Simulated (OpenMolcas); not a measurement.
# Cu³⁺ among point charges: CASSCF and CASPT2 levels and susceptibility

Aim: the splitting of the states of Cu³⁺ in the field of 6 point charges, its lowest levels with spin-orbit coupling and its magnetic susceptibility.

The numbers are computed with OpenMolcas 26.06 (state-averaged CASSCF and CASPT2, spin-orbit coupling by RASSI with atomic mean-field integrals), except any that are marked as measured or tabulated.

## Step 1: What is computed

```
Species                           : Cu³⁺ (copper, Z = 29, 26 electrons)
Basis                             : ANO-RCC-VDZP [5s4p2d1f], 34 functions
Scalar Hamiltonian                : DKH2, point nucleus
Inactive shells                   : 1s 2s 2p 3s 3p
Active space                      : 8 electrons in 5 orbitals (3d)
Some configurations of this space : 3d⁸
Orbitals                          : optimised for each spin and parity, averaged over all roots
```

The outer shells:

3d8
```
3d [↑↓][↑↓][↑↓][↑ ][↑ ]
```

The ion sits among 6 point charges of -2 e arranged as an octahedron (Oh), 1.73 Å from the ion.

Each step is its own input file, run in one work folder so that later steps find the files of earlier ones. Labels, J, g values, rates, χT and fits are worked out afterwards by a script from the matrices that RASSI stores. The input lists half of the charges; inversion (Group=XYZ) makes the rest.

## Step 2: One- and two-electron integrals

Contents of a.inp:

```
&GATEWAY
Coord
1

Cu 0.0 0.0 0.0
Basis=ANO-RCC-VDZP
Group=XYZ
NoMove
AngMom=0.0 0.0 0.0
AMFI
XField
3 Angstrom 0
1.730000 0.000000 0.000000 -2.000000
0.000000 1.730000 0.000000 -2.000000
0.000000 0.000000 1.730000 -2.000000
&SEWARD
```

On the command line:

```
$ OMP_NUM_THREADS=1 MOLCAS_MEM=1689 MOLCAS_PROJECT=a pymolcas a.inp > a.log
```

## Step 3: Reference wave functions, triplets of even parity, 10 roots

Contents of a.inp:

```
&RASSCF
FileOrb=start.orb
Symmetry=1
Spin=3
nActEl=8 0 0
Inactive=3 6
Ras2=5 0
CIRoot=10 10 1
SDav=10
CIMx=300
Iter=120 100
PrWF=0.3
OrbListing=Nothing
MaxOrb=0
>>> COPY $Project.JobIph JOB001
```

start.orb holds the contracted functions of the basis, ordered by shell, or the orbitals of the step before.

## Step 4: Reference wave functions, singlets of even parity, 15 roots

Contents of a.inp:

```
&RASSCF
FileOrb=start.orb
Symmetry=1
Spin=1
nActEl=8 0 0
Inactive=3 6
Ras2=5 0
CIRoot=15 15 1
SDav=15
CIMx=300
Iter=120 100
PrWF=0.3
OrbListing=Nothing
MaxOrb=0
>>> COPY $Project.JobIph JOB002
```

## Step 5: RASSI: spin-orbit coupling between the states

Contents of a.inp:

```
&RASSI
NrOfJobIphs=2 10 15
1 2 3 4 5 6 7 8 9 10
1 2 3 4 5 6 7 8 9 10 11 12 13 14 15
IphNames
JOB001
JOB002
EJob
SpinOrbit
DIPRint=1.0
SOCoupling=1000.0
Subsets=2
Property=9
'ANGMOM' 1 'ANGMOM' 2 'ANGMOM' 3 'MLTPL  1' 1 'MLTPL  1' 2 'MLTPL  1' 3
'AMFI' 1 'AMFI' 2 'AMFI' 3
SOProperty=3
'ANGMOM' 1 'ANGMOM' 2 'ANGMOM' 3
```

## Step 6: CASPT2: IPEA 0.25, imaginary shift 0.1 (closed shells correlated: 3s 3p)

Contents of a.inp:

```
>>> COPY JOB001 $Project.JobIph
&CASPT2
Multistate=10 1 2 3 4 5 6 7 8 9 10
NoMult
Frozen=2 3
IPEA=0.25
Imaginary=0.1
MaxIter=60
WThr=0.0 0.3 0.05
PrWF=0.5
NoMix
>>> COPY JOB002 $Project.JobIph
&CASPT2
Multistate=15 1 2 3 4 5 6 7 8 9 10 11 12 13 14 15
NoMult
Frozen=2 3
IPEA=0.25
Imaginary=0.1
MaxIter=60
WThr=0.0 0.3 0.05
PrWF=0.5
NoMix
```

(Steps that only read results are left out.)

Before running it: what results should come out? Wanted: spin-free ground state; first state of the same spin within the active space; lowest level; next level.

The runs gave:

| quantity | value |
| --- | --- |
| method | SS-CASPT2, IPEA 0.25, imaginary shift 0.1 (closed shells correlated: 3s 3p) |
| spin-free ground state | 3A2, 1-fold in its orbital part |
| first state of the same spin within the active space | 3T2 at 5180 cm⁻¹ |
| lowest level | 3-fold T2 |
| next level | 4836.2 cm⁻¹ |
| χT at 300 K | 1.80 cm³ K/mol |
| effective moment at 300 K | 3.80 μB |

Cost by method:

| method | time of its own steps | time with the reference |
| --- | --- | --- |
| A. CASSCF | 4.2 s | 4.2 s |
| B. SS-CASPT2, IPEA 0.25, imaginary shift 0.1, +3s 3p | 1.4 s | 5.6 s |

Times are of one thread on a shared host.

What this shows: The spin-free ground state (3A2) comes to 100 % from free-ion F terms and keeps the highest spin of the shell. χT at 300 K is 1.80, against 1.00 cm³ K/mol for the spin alone, so orbital moment adds to it. CASPT2 does not keep the components of a term degenerate, and the means are used. The field of point charges can differ much from that of real complexes. This is an electrostatic model: the charges have no orbitals.
